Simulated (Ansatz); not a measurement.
The system is NiMoIrPdW.

```xyz
10
Lattice="2.7708 0.0000 0.0000 -1.3854 2.3996 0.0000 0.0000 0.0000 22.0196" Properties=species:S:1:pos:R:3 pbc="T T T"
Ni    0.0000    1.5998   18.7345
Ni    1.3854    0.7999    3.2851
Mo    1.3854    0.7999   16.7479
Mo    0.0000    1.5998    5.2717
Pd    0.0000    1.5998    1.1734
Pd    1.3854    0.7999   20.8462
Ir    0.0000    1.5998   14.4948
Ir    1.3854    0.7999    7.5248
W     0.0000    1.5998    9.7807
W     1.3854    0.7999   12.2389
```

The cell was built by a generator and needn't be a form met in nature.

| Item | Value |
| --- | --- |
| Program | Ansatz 0.2.0 |
| Task | relaxation of cell and atoms |
| Functional | PBE |
| Dispersion | D4 |
| Potentials or basis | Ansatz PAW |
| Cutoff | 420 eV (not typed: the program's choice for these potentials) |
| k mesh | 8 × 8 × 1 |
| Occupations | fermi-dirac, width 0.05 eV |
| Spin | collinear spin, ferromagnetic start |
| Starting moments | [1.0, 1.0, 1.0, 1.0, 0.0, 0.0, 0.6, 0.6, 0.0, 0.0] μB |

At the start: volume 14.64 Å³/atom.

Question: How do energy, volume and symmetry change on relaxing?

Answer: It ends after 5 steps and the volume is 14.31 Å³/atom (-2.3 %); space group P-3m1 (No. 164, to 0.05 Å); moment 0.00 μB per cell.

The path:
| step | energy change (eV) | largest force (eV/Å) | volume (Å³) |
| --- | --- | --- | --- |
| 1 | 0.0000 | 0.1379 | 146.41 |
| 2 | -0.0607 | 0.0428 | 143.44 |
| 3 | -0.0617 | 0.0137 | 143.08 |
| 4 | -0.0617 | 0.0020 | 143.08 |
| 5 | -0.0604 | 0.0020 | 143.08 |

Final structure:
```cif
data_structure
_symmetry_space_group_name_H-M 'P 1'
_symmetry_Int_Tables_number 1
_cell_length_a 2.7505
_cell_length_b 2.7505
_cell_length_c 21.8385
_cell_angle_alpha 90.000
_cell_angle_beta 90.000
_cell_angle_gamma 120.000
_cell_volume 143.08
loop_
_atom_site_label
_atom_site_type_symbol
_atom_site_fract_x
_atom_site_fract_y
_atom_site_fract_z
_atom_site_occupancy
Ni1 Ni 0.33333 0.66667 0.85103 1
Ni2 Ni 0.66667 0.33333 0.14897 1
Mo1 Mo 0.66667 0.33333 0.76049 1
Mo2 Mo 0.33333 0.66667 0.23951 1
Pd1 Pd 0.33333 0.66667 0.05304 1
Pd2 Pd 0.66667 0.33333 0.94696 1
Ir1 Ir 0.33333 0.66667 0.65830 1
Ir2 Ir 0.66667 0.33333 0.34170 1
W1 W 0.33333 0.66667 0.44420 1
W2 W 0.66667 0.33333 0.55580 1
```

Caveat: the plane-wave basis is chosen anew once the cell has moved, so the energies of steps on either side of that aren't comparable; pairwise dispersion overbinds metals, which lowers pressure and volume; the starting moments weren't kept.
